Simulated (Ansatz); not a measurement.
# Zn2Sb: the cost of one run

Computed with Ansatz 0.2.0 (DFT PBE, scalar-relativistic, plane waves, PAW, unless a step's input says otherwise).

### 1 The system as given

It takes space group I4_1/amd (No. 141, tetragonal). The conventional cell has a = 4.533 Å, b = 4.533 Å, c = 11.394 Å, α = 90.00°, β = 90.00°, γ = 90.00°. Zn (site symmetry 2mm) is surrounded by 3 Sb at 2.32 to 2.35 Å. Sb (site symmetry -4m2) is surrounded by 6 Zn at 2.32 to 2.35 Å.

Structure file:

```cif
data_structure
_symmetry_space_group_name_H-M 'I4_1/amd:1'
_symmetry_Int_Tables_number 141
_cell_length_a 4.5327
_cell_length_b 4.5327
_cell_length_c 11.3935
_cell_angle_alpha 90.000
_cell_angle_beta 90.000
_cell_angle_gamma 90.000
_cell_volume 234.09
loop_
_atom_site_label
_atom_site_type_symbol
_atom_site_symmetry_multiplicity
_atom_site_Wyckoff_symbol
_atom_site_fract_x
_atom_site_fract_y
_atom_site_fract_z
_atom_site_occupancy
Zn1 Zn 8 e 0.00000 0.00000 0.20660 1
Sb1 Sb 4 a 0.00000 0.00000 0.00000 1
```

This is candidate A: anti-anatase type (I4_1/amd, No. 141).

(A quick probe on a coarse mesh, which set the mesh and smearing, is not shown.)

### 3 Coarse relaxation (candidate A)

input.yaml

```yaml
crystal:
  lattice:
    - [-2.2663687932, 2.2663687932, 5.6967589692]
    - [2.2663687932, -2.2663687932, 5.6967589692]
    - [2.2663687932, 2.2663687932, -5.6967589692]
  atoms:
    - { symbol: Zn, position: [0.2066, 0.2066, 0.0] }
    - { symbol: Zn, position: [0.9566, 0.4566, 0.5] }
    - { symbol: Zn, position: [0.5434, 0.0434, 0.5] }
    - { symbol: Zn, position: [0.7934, 0.7934, 0.0] }
    - { symbol: Sb, position: [0.0, 0.0, 0.0] }
    - { symbol: Sb, position: [0.75, 0.25, 0.5] }
basis:
  ecutwfc: 420
kpoints:
  mp_grid: { grid: [6, 6, 6] }
hamiltonian:
  xc: pbe
scf:
  occupations: { method: gaussian, width: 0.1 }
  lower_state_search: "off"
output:
  forces: true
  stress: true
  eigenvalues: true
relax:
  adjacent_minimum: "off"
  f_tol: 0.04
  max_steps: 70
  cell: { stress_tol: 0.4 }
```

On the command line:

```
$ ansatz run input.yaml --threads 1 --pin off --max-ram 2560MiB --backend cpu --events-out ev --progress --plain --runs-dir out
```

Q: Estimate wall time and peak memory on 1 thread of Intel Xeon 6975P-C (Granite Rapids), shared host.

About 82 s, with a peak of 0.61 GiB.
